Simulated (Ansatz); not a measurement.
# ClH₆NSi₃: up Jacob's ladder to CCSD(T)

Aim: compute ClH₆NSi₃ with functionals from several rungs and with coupled cluster. The yardstick is the atomisation energy at the CCSD(T) limit.

Computed with Ansatz 0.2.0, Gaussian basis. Level: functionals in def2-TZVPP, the program's frozen cores in correlated methods.

Plan: LDA (SPW92), PBE-D4, revPBE-D4, BLYP-D4, r2SCAN-D4, B97M-V, PBE0-D4, B3LYP-D4, r2SCANh-D4, r2SCAN0-D4, HSE06-D4, BHLYP-D4, CAM-B3LYP-D4, LC-ωPBE, ωB97X-V, ωB97M-V, B2PLYP, PBE-QIDH; CCSD(T)/def2-SVP; CCSD(T)/def2-TZVPP; MP2/def2-QZVPP; extrapolation to the limit; RPA on PBE.

## Step 1: Structure used throughout

An earlier PBE0-D4 in a triple-zeta def2 set relaxation fixed the geometry.

11 atoms, charge 0, spin multiplicity 1.

Atoms are counted from 1 here; the program's logs count them from 0.

Bond lengths: Si1–N2 1.762 Å, Si1–H6 1.489 Å, Si1–H7 1.481 Å, Si1–H8 1.481 Å, N2–Si3 1.755 Å, N2–Si4 1.723 Å, Si3–H9 1.484 Å, Si3–H10 1.486 Å, Si3–H11 1.484 Å, Si4–Cl5 2.112 Å. Angles: N2–Si1–H6 105.5°, N2–Si1–H7 111.3°, N2–Si1–H8 111.3°, H6–Si1–H7 108.9°, H6–Si1–H8 108.9°, H7–Si1–H8 110.8°, Si1–N2–Si3 116.8°, Si1–N2–Si4 126.0°, Si3–N2–Si4 117.2°, N2–Si3–H9 110.4°, N2–Si3–H10 107.2°, N2–Si3–H11 110.4°, H9–Si3–H10 109.9°, H9–Si3–H11 109.0°, H10–Si3–H11 109.9°, N2–Si4–Cl5 100.1°.

Coordinates:

```
Si   -1.34703   -0.20117    0.39952
N     0.16935    0.23246   -0.38583
Si    1.64620   -0.31180    0.38974
Si    0.33260    1.13827   -1.84244
Cl   -1.70060    1.49331   -2.28936
H    -0.95947   -0.97202    1.61349
H    -2.10012    1.00328    0.81709
H    -2.17621   -1.06474   -0.47169
H     1.75017    0.25238    1.75866
H     2.78020    0.16644   -0.44265
H     1.67031   -1.79351    0.47397
```

## Step 2: LDA

This LDA is Slater exchange with PW92 correlation.

Input file in.yaml:

```yaml
crystal:
  periodic: [false, false, false]
  atoms:
    - {symbol: Si, position_ang: [-1.347035, -0.201173, 0.399523]}
    - {symbol: N, position_ang: [0.169350, 0.232462, -0.385834]}
    - {symbol: Si, position_ang: [1.646201, -0.311804, 0.389741]}
    - {symbol: Si, position_ang: [0.332605, 1.138267, -1.842438]}
    - {symbol: Cl, position_ang: [-1.700603, 1.493313, -2.289360]}
    - {symbol: H, position_ang: [-0.959469, -0.972019, 1.613489]}
    - {symbol: H, position_ang: [-2.100121, 1.003285, 0.817086]}
    - {symbol: H, position_ang: [-2.176206, -1.064742, -0.471693]}
    - {symbol: H, position_ang: [1.750168, 0.252378, 1.758661]}
    - {symbol: H, position_ang: [2.780202, 0.166442, -0.442648]}
    - {symbol: H, position_ang: [1.670307, -1.793508, 0.473971]}
basis:
  gaussian: {orbitals: def2-TZVPP}
hamiltonian: {xc: lda}
output: {orbitals: {seedname: orbitals}}
```

Further steps of the session: PBE-D4 (GGA); revPBE-D4 (GGA); BLYP-D4 (GGA); r2SCAN-D4 (meta-GGA); B97M-V (meta-GGA); PBE0-D4 (hybrid); B3LYP-D4 (hybrid); r2SCANh-D4 (hybrid); r2SCAN0-D4 (hybrid); HSE06-D4 (hybrid); BHLYP-D4 (hybrid); CAM-B3LYP-D4 (range-separated); LC-ωPBE-D4 (range-separated); ωB97X-V (range-separated); ωB97M-V (range-separated); B2PLYP (double hybrid); PBE-QIDH (double hybrid); CCSD(T) in def2-SVP; CCSD(T) in def2-TZVPP; MP2 in def2-QZVPP; RPA on PBE orbitals.

Q: Predict the results of all the runs planned. Wanted: atomisation energy, CCSD(T)/CBS; farthest beyond LDA; mean size of error, GGA; mean size of error, meta-GGA; mean size of error, hybrid; mean size of error, range-separated; mean size of error, double hybrid; gap, smallest and largest; T1 diagnostic.

**Answer**, as computed:

| quantity | value |
| --- | --- |
| atomisation energy, CCSD(T)/CBS | 840.4 kcal/mol |
| functionals within 4.2 kcal/mol (0.5 %) | B97M-V, B3LYP-D4, CAM-B3LYP-D4 |
| farthest beyond LDA | LC-ωPBE (-18.6 kcal/mol) |
| mean size of error, GGA | 9.9 kcal/mol |
| mean size of error, meta-GGA | 4.3 kcal/mol |
| mean size of error, hybrid | 11.1 kcal/mol |
| mean size of error, range-separated | 7.3 kcal/mol |
| mean size of error, double hybrid | 15.1 kcal/mol |
| gap, smallest and largest | 3.30 eV (LDA (SPW92)), 9.90 eV (LC-ωPBE) |
| T1 diagnostic | 0.0133 |
| triples share of the correlation energy | 4.1 % |

What this shows: The LDA atomisation energy is off by 94.8 kcal/mol (11 %): it overbinds. PBE-D4 misses by -4.4 kcal/mol. Double hybrids carry the basis error of their MP2 part in triple zeta, and no dispersion term here, so their miss is partly the set-up's. Taken by rung, meta-GGA functionals do best (4.3 kcal/mol on average) and double hybrid ones worst beyond LDA (15.1 kcal/mol). Misses under about 4.2 kcal/mol are within the doubt on the reference itself, which lacks core-valence correlation, relativity and higher excitations. Hartree-Fock recovers 73 % of the binding; the rest is correlation. CCSD(T) in def2-SVP is off by -71.3 kcal/mol, which most functionals beat. The gap grows from 3.3 to 9.9 eV across the functionals, mostly with the share of exact exchange.
